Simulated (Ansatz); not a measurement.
**C₂H₇AlFN: a ladder of functionals and wavefunction methods**

How much do the methods differ for C₂H₇AlFN? The plan is to run it at one geometry with functionals of several rungs and with coupled cluster, and see how far each lands from CCSD(T) at the basis-set limit for the atomisation energy.

Method: functionals in def2-TZVPP, the program's frozen cores in correlated methods; program: Ansatz 0.2.0, Gaussian basis.

The runs, in order: LDA (SPW92), PBE-D4, revPBE-D4, BLYP-D4, r2SCAN-D4, B97M-V, PBE0-D4, B3LYP-D4, r2SCANh-D4, r2SCAN0-D4, HSE06-D4, BHLYP-D4, CAM-B3LYP-D4, LC-ωPBE, ωB97X-V, ωB97M-V, B2PLYP, PBE-QIDH; CCSD(T)/def2-SVP; CCSD(T)/def2-TZVPP; MP2/def2-QZVPP; extrapolation to the limit; RPA on PBE.

**1. The relaxed structure**

The geometry comes from an earlier relaxation with PBE0-D4 in a triple-zeta def2 set; it is a stationary point, not always the lowest conformer.

12 atoms, charge 0, spin multiplicity 1.

Atoms are counted from 1 here; the program's logs count them from 0.

Bond lengths: C1–N2 1.447 Å, C1–H6 1.097 Å, C1–H7 1.097 Å, C1–H8 1.093 Å, N2–Al3 1.763 Å, N2–H9 1.009 Å, Al3–C4 1.937 Å, Al3–F5 1.656 Å, C4–H10 1.094 Å, C4–H11 1.092 Å, C4–H12 1.094 Å. Angles: N2–C1–H6 112.4°, N2–C1–H7 112.4°, N2–C1–H8 110.1°, H6–C1–H7 107.6°, H6–C1–H8 107.0°, H7–C1–H8 107.0°, C1–N2–Al3 128.8°, C1–N2–H9 112.1°, Al3–N2–H9 119.1°, N2–Al3–C4 124.6°, N2–Al3–F5 115.4°, C4–Al3–F5 119.9°, Al3–C4–H10 110.8°, Al3–C4–H11 112.5°, Al3–C4–H12 110.9°, H10–C4–H11 107.8°, H10–C4–H12 106.7°, H11–C4–H12 107.8°.

**2. LDA**

This LDA is Slater exchange with PW92 correlation.

in.yaml

```yaml
crystal:
  periodic: [false, false, false]
  atoms:
    - {symbol: C, position_ang: [-1.782808, 0.362846, -0.472647]}
    - {symbol: N, position_ang: [-0.483618, 0.474506, -1.099243]}
    - {symbol: Al, position_ang: [1.099092, 0.058233, -0.443529]}
    - {symbol: C, position_ang: [1.401202, -0.662856, 1.329109]}
    - {symbol: F, position_ang: [2.381312, 0.322499, -1.458291]}
    - {symbol: H, position_ang: [-2.288047, 1.331797, -0.381309]}
    - {symbol: H, position_ang: [-2.453813, -0.311787, -1.017756]}
    - {symbol: H, position_ang: [-1.679107, -0.039139, 0.538333]}
    - {symbol: H, position_ang: [-0.545143, 0.845300, -2.035833]}
    - {symbol: H, position_ang: [1.877304, -1.646175, 1.273376]}
    - {symbol: H, position_ang: [0.476021, -0.771656, 1.899805]}
    - {symbol: H, position_ang: [2.074506, -0.018668, 1.901984]}
basis:
  gaussian: {orbitals: def2-TZVPP}
hamiltonian: {xc: lda}
output: {orbitals: {seedname: orbitals}}
```

Launch:

```bash
> ansatz run in.yaml --threads 4 --pin off --events-out ev --progress --plain --max-ram 10444MiB
```

The runs that follow: PBE-D4 (GGA); revPBE-D4 (GGA); BLYP-D4 (GGA); r2SCAN-D4 (meta-GGA); B97M-V (meta-GGA); PBE0-D4 (hybrid); B3LYP-D4 (hybrid); r2SCANh-D4 (hybrid); r2SCAN0-D4 (hybrid); HSE06-D4 (hybrid); BHLYP-D4 (hybrid); CAM-B3LYP-D4 (range-separated); LC-ωPBE (range-separated); ωB97X-V (range-separated); ωB97M-V (range-separated); B2PLYP (double hybrid); PBE-QIDH (double hybrid); CCSD(T) in def2-SVP; CCSD(T) in def2-TZVPP; MP2 in def2-QZVPP; RPA on PBE orbitals.

**Question.** What will the summary of the whole plan be? Wanted: atomisation energy, CCSD(T)/CBS; farthest beyond LDA; mean size of error, GGA; mean size of error, meta-GGA; mean size of error, hybrid; mean size of error, range-separated; mean size of error, double hybrid; gap, smallest and largest; T1 diagnostic.

As calculated:

| quantity | value |
| --- | --- |
| atomisation energy, CCSD(T)/CBS | 47.054 eV |
| functionals within 0.235 eV (0.5 %) | BLYP-D4, r2SCAN-D4, B97M-V, PBE0-D4, B3LYP-D4, HSE06-D4, CAM-B3LYP-D4, LC-ωPBE, ωB97X-V, ωB97M-V |
| farthest beyond LDA | BHLYP-D4 (-1.298 eV) |
| mean size of error, GGA | 0.420 eV |
| mean size of error, meta-GGA | 0.050 eV |
| mean size of error, hybrid | 0.468 eV |
| mean size of error, range-separated | 0.101 eV |
| mean size of error, double hybrid | 0.478 eV |
| gap, smallest and largest | 4.68 eV (BLYP-D4), 11.77 eV (LC-ωPBE) |
| T1 diagnostic | 0.0110 |
| triples share of the correlation energy | 3.4 % |

The LDA atomisation energy is off by 6.020 eV (13 %): it overbinds. PBE-D4 misses by +0.552 eV. Double hybrids carry the basis error of their MP2 part in triple zeta, and no dispersion term here, so their miss is partly the set-up's. The rungs meta-GGA, range-separated miss on average by less than the doubt on the reference (0.235 eV), so they tie. The reference freezes the cores and leaves out relativity and excitations past (T), so misses under about 0.235 eV can't be ranked. Hartree-Fock recovers 74 % of the binding; the rest is correlation. CCSD(T) in def2-SVP is off by -2.575 eV, so the small basis spoils what the method gains. The gap grows from 4.7 to 11.8 eV across the functionals, mostly with the share of exact exchange.
